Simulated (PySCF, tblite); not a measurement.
# C6H11BO2: geometry, infrared bands, NMR shifts and electronic excitations

Wanted: the infrared bands, NMR shifts and electronic excitations of C6H11BO2 (`C=C(C)C1COBOC1`), by calculation.

Computed with tblite 0.8.0 and PySCF 2.14.0, with density-fitted response routines of our own, on a single molecule in the gas phase. Atoms are numbered from 0 throughout.

### Step 1. Starting geometry

20 atoms, charge 0, multiplicity 1; geometry from: force field or distance geometry start.

Bonds of the start (Å): C0–C1 1.34, C1–C2 1.48, C1–C3 1.50, C3–C4 1.53, C4–O5 1.39, O5–B6 1.46, B6–O7 1.46, O7–C8 1.42, C8–C3 1.51, C0–H9 1.09, C0–H10 1.10, C2–H11 1.09, C2–H12 1.13, C2–H13 1.11, C3–H14 1.09, C4–H15 1.09, C4–H16 1.11, B6–H17 1.18, C8–H18 1.12, C8–H19 1.09.

### Step 2. Optimising the geometry with GFN2-xTB

What the job is given:

```
{"job": {"kind": "relax", "xc": "GFN2-xTB", "basis": "xTB"}, "charge": 0, "multiplicity": 1}
C     -1.761400    -1.364200    -0.082700
C     -1.192000    -0.226000    -0.492400
C     -2.028200     0.882600    -1.015100
C      0.287600    -0.007600    -0.433500
C      1.011500    -1.217600     0.159400
O      2.377500    -0.986100     0.053400
B      2.767600     0.390700     0.362000
O      1.947400     1.540200    -0.001300
C      0.658600     1.159800     0.450900
H     -1.164900    -2.187300     0.316500
H     -2.853100    -1.477900    -0.143200
H     -1.682900     1.252300    -1.984800
H     -3.101300     0.556000    -1.142100
H     -2.075700     1.688500    -0.248500
H      0.655700     0.096200    -1.452200
H      0.727800    -2.090500    -0.434800
H      0.737200    -1.298200     1.231500
H      3.917000     0.599800     0.518800
H      0.827100     0.720500     1.469600
H     -0.060100     1.979400     0.455700
```

The run is started by

```bash
$ OMP_NUM_THREADS=1 python probes_run.py task.json out
```

One launch serves the whole session: the jobs run in the order shown.

**Question.** This job is followed by: GFN2-xTB harmonic vibrations, gas phase; PBE0-D3(BJ)/def2-SVP geometry optimisation, gas phase; GIAO PBE0/pcSseg-1 NMR shielding, non-relativistic, gas phase; TDDFT CAM-B3LYP/def2-SVPD, vertical, gas phase, core orbitals frozen in the response; GIAO wB97X-D/pcSseg-1 NMR shielding, non-relativistic, gas phase. What will the session give for the following? strongest single infrared mode (GFN2-xTB); zero-point energy (GFN2-xTB); point group; rotational constants (main isotopes); ¹³C shifts against TMS (PBE0/pcSseg-1, means over atoms taken as alike); ¹H shifts against TMS (PBE0/pcSseg-1, means over atoms taken as alike); ¹⁷O shifts against H2O (PBE0/pcSseg-1, means over atoms taken as alike); ¹¹B shifts against BF3·OEt2 (PBE0/pcSseg-1); lowest singlet (CAM-B3LYP/def2-SVPD); brightest single state of those computed; lowest triplet; vertical ionisation energy (ΔSCF); range of the shift of O5.

**Answer**, as computed:

| quantity | value |
| --- | --- |
| strongest single infrared mode (GFN2-xTB) | 1217 cm⁻¹, 268 km/mol |
| zero-point energy (GFN2-xTB) | 103.1 kcal/mol |
| point group | C1 |
| rotational constants (main isotopes) | 3.24, 1.16, 0.92 GHz |
| ¹³C shifts against TMS (PBE0/pcSseg-1, means over atoms taken as alike) | 151.3, 117.5, 66.5, 44.3, 25.7 ppm |
| ¹H shifts against TMS (PBE0/pcSseg-1, means over atoms taken as alike) | 5.16, 4.77, 4.12, 4.04, 3.65, 2.08, 1.85 ppm |
| ¹⁷O shifts against H2O (PBE0/pcSseg-1, means over atoms taken as alike) | 128.0 ppm |
| ¹¹B shifts against BF3·OEt2 (PBE0/pcSseg-1) | 23.5 ppm |
| lowest singlet (CAM-B3LYP/def2-SVPD) | 7.08 eV (175 nm), f = 0.149 |
| brightest single state of those computed | state 2, 7.14 eV, f = 0.203 |
| lowest triplet | 4.30 eV |
| vertical ionisation energy (ΔSCF) | 9.61 eV |
| range of the shift of O5 | 118.4 to 128.0 ppm |

The optimisation took 66 steps and gained 1.495 eV; among the close pairs (by a distance rule), O5–B6 changed most, from 1.464 to 1.350 Å (GFN2-xTB). All 54 modes are real, so the xTB geometry is a minimum. Unscaled tight-binding wavenumbers are off by several per cent, some by more. Its intensities can rank the bands wrongly. The optimisation took 5 steps and gained 0.199 eV; among the close pairs (by a distance rule), B6–H17 changed most, from 1.151 to 1.205 Å (PBE0/def2-SVP). C1 (fully substituted alkene carbon) lies farthest downfield among carbon, at 151.3 ppm; as expected for a trigonal carbon in a double bond. The first singlet state (HOMO→LUMO 0.81, HOMO→LUMO+2 0.09) lies at 7.08 eV and is bright; of the 10 states computed, the strongest absorption comes from state 2 at 7.14 eV. The lowest triplet lies 2.78 eV below the lowest singlet (triplets in Tamm-Dancoff, singlets in full TDDFT). The orbital energy would give 8.87 eV for ionisation, ΔSCF gives 9.61 eV. In ppm, O5 (with its like atoms) moves most: its shift spreads over 9.6 ppm, from 118.4 (wB97X-D/pcSseg-1) to 128.0 (PBE0/pcSseg-1).
